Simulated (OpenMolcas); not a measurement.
# BClF2 (chlorodifluoroborane) at HF/cc-pVDZ

Aim: the vertical electron affinity of BClF2 (chlorodifluoroborane) at HF/cc-pVDZ, from 2 runs. 

Program for the calculation: OpenMolcas 26.06.

## (1) The molecule

BClF2: 4 atoms, total charge 0, spin state singlet. SMILES: `FB(F)Cl`. The coordinates come from a PBE0-D4/def2-TZVP relaxation.

Bond lengths: F1–B2 1.310 Å, B2–F3 1.310 Å, B2–Cl4 1.740 Å. Angles: F1–B2–F3 119.0°, F1–B2–Cl4 120.5°, F3–B2–Cl4 120.5°.

## (2) Energy and gradient at HF/cc-pVDZ

The input, geom.xyz:

```xyz
4

F     -0.173700    -1.254300    -0.546300
B     -0.067100    -0.041300    -0.062000
F     -1.011600     0.830100    -0.317700
Cl     1.307900     0.405300     0.905700
```

The input, job.input:

```
&gateway
  baslib=$CurrDir
  coord=geom.xyz
  basis=cc-pVDZ
  group=NoSym

&seward

&scf
  prorbitals=1 1

&alaska
```

The basis set cc-pVDZ is read from a file made from the Basis Set Exchange's data (not shown).

On the command line:

```
export MOLCAS_MEM=1860
pymolcas job.input > job.log
```

Log:

```text
--- Start Module: gateway ---
[...]
--- Stop Module: gateway /rc=_RC_ALL_IS_WELL_ ---
[...]
      Basis functions           60
[...]
--- Start Module: scf ---
[...]
       Convergence after  10 Iterations
[...]
::    Total SCF energy                               -683.2417918078
[...]
      Total spin, S                                     0.0000000000
[...]
      Total electronic charge=   40.000000
      Total            charge=   -0.000000
[...]
      Dipole Moment (debye):
      Origin of the operator (angstrom)=    0.2677    0.0674    0.1736
                   X=  1.6895E-01               Y=  5.5734E-02               Z=  1.1950E-01           Total=  2.1432E-01
      Quadrupole Moment (debye*angstrom):
[...]
--- Stop Module: scf /rc=_RC_ALL_IS_WELL_ ---
[...]
--- Start Module: alaska ---
[...]
 *              Molecular gradients               *
 **************************************************
  Irreducible representation: a
 ------------------------------------------------------------------------------------------
                              X                       Y                       Z
 ------------------------------------------------------------------------------------------
  F1                1.33453319850485E-04   -1.52504816366772E-03   -4.57443742115871E-04
  B2                3.52632466999703E-03    1.28067076589711E-03    2.54734651754585E-03
  F3               -8.71767333006090E-04    1.14906394331094E-03   -1.22945979935452E-04
  CL4              -2.78801065690715E-03   -9.04686545555755E-04   -1.96695679547787E-03
 ------------------------------------------------------------------------------------------
--- Stop Module: alaska /rc=_RC_ALL_IS_WELL_ ---
[...]
```

Wall time 4.8 s (1 thread of Intel Xeon Platinum 8259CL at 2.50GHz (Skylake/Cascade Lake), shared host); peak memory 0.4 GiB.

## (3) The doublet anion

geom.xyz is that of step 2.

The input, job.inp:

```
* BClF2 Hartree-Fock

&gateway
 baslib=$CurrDir
 coord=geom.xyz
 basis=cc-pVDZ
 group=NoSym

&seward

&scf
 uhf
 charge=-1
 spin=2
 prorbitals=1 1

&alaska
```

The basis set cc-pVDZ is read from a file made from the Basis Set Exchange's data (not shown).

On the command line:

```
export MOLCAS_MEM=1860
pymolcas job.inp > job.log
```

Log:

```text
--- Start Module: gateway ---
[...]
--- Stop Module: gateway /rc=_RC_ALL_IS_WELL_ ---
[...]
      Basis functions           60
[...]
--- Start Module: scf ---
[...]
       Convergence after  15 Iterations
[...]
::    Total SCF energy                               -683.1222998169
[...]
      Total spin, S                                     0.5046099720
[...]
      Total electronic charge=   41.000000
      Total            charge=   -1.000000
[...]
      Dipole Moment (debye):
      Origin of the operator (angstrom)=    0.2677    0.0674    0.1736
                   X=  5.5701E-01               Y=  1.8185E-01               Z=  3.9049E-01           Total=  7.0414E-01
      Center of Charge (angstrom)
[...]
--- Stop Module: scf /rc=_RC_ALL_IS_WELL_ ---
[...]
--- Start Module: alaska ---
[...]
 *              Molecular gradients               *
 **************************************************
  Irreducible representation: a
 ------------------------------------------------------------------------------------------
                              X                       Y                       Z
 ------------------------------------------------------------------------------------------
  F1                7.52865684915305E-03    8.51182312008234E-02    3.40635595003143E-02
  B2               -2.56775394111430E-02   -8.16588764229209E-03   -1.81645878907104E-02
  F3                6.64571733372110E-02   -6.12576407567555E-02    1.80619461272351E-02
  CL4              -4.83082907752213E-02   -1.56947028018042E-02   -3.39609177368061E-02
 ------------------------------------------------------------------------------------------
--- Stop Module: alaska /rc=_RC_ALL_IS_WELL_ ---
[...]
```

It took 5.4 s on 1 thread of Intel Xeon Platinum 8259CL at 2.50GHz (Skylake/Cascade Lake), shared host; peak memory 0.4 GiB.

## (4) What came out

Level: HF/cc-pVDZ.

```
                                         quantity          value
                      singlet BClF2: total energy  -683.24179 Eh
                     singlet BClF2: dipole moment         0.21 D
                       singlet BClF2: HOMO energy      -13.43 eV
                       singlet BClF2: LUMO energy        3.98 eV
                     singlet BClF2: HOMO–LUMO gap       17.41 eV
          singlet BClF2: largest force on an atom     0.233 eV/Å
                      doublet anion: total energy  -683.12230 Eh
doublet anion: HOMO energy (highest over α and β)        2.45 eV
 doublet anion: LUMO energy (lowest over α and β)       11.84 eV
                              doublet anion: ⟨S²⟩          0.759
          doublet anion: largest force on an atom     4.740 eV/Å
vertical electron affinity (to the doublet anion)      -3.252 eV
```

**Reading.** The anion lies 3.25 eV (314 kJ/mol) above the neutral: the electron isn't bound at this level, and such a value depends on the basis. Without diffuse functions anions come out too high. Hartree–Fock misses the correlation that binds many anions. Mulliken charges (doublet anion) run from -0.38 on Cl4 to -0.02 on B2; they depend strongly on the basis. The HOMO (doublet anion) lies at positive energy, 2.45 eV: the electron is unbound at this level or held by a compact basis; values depend on the basis.
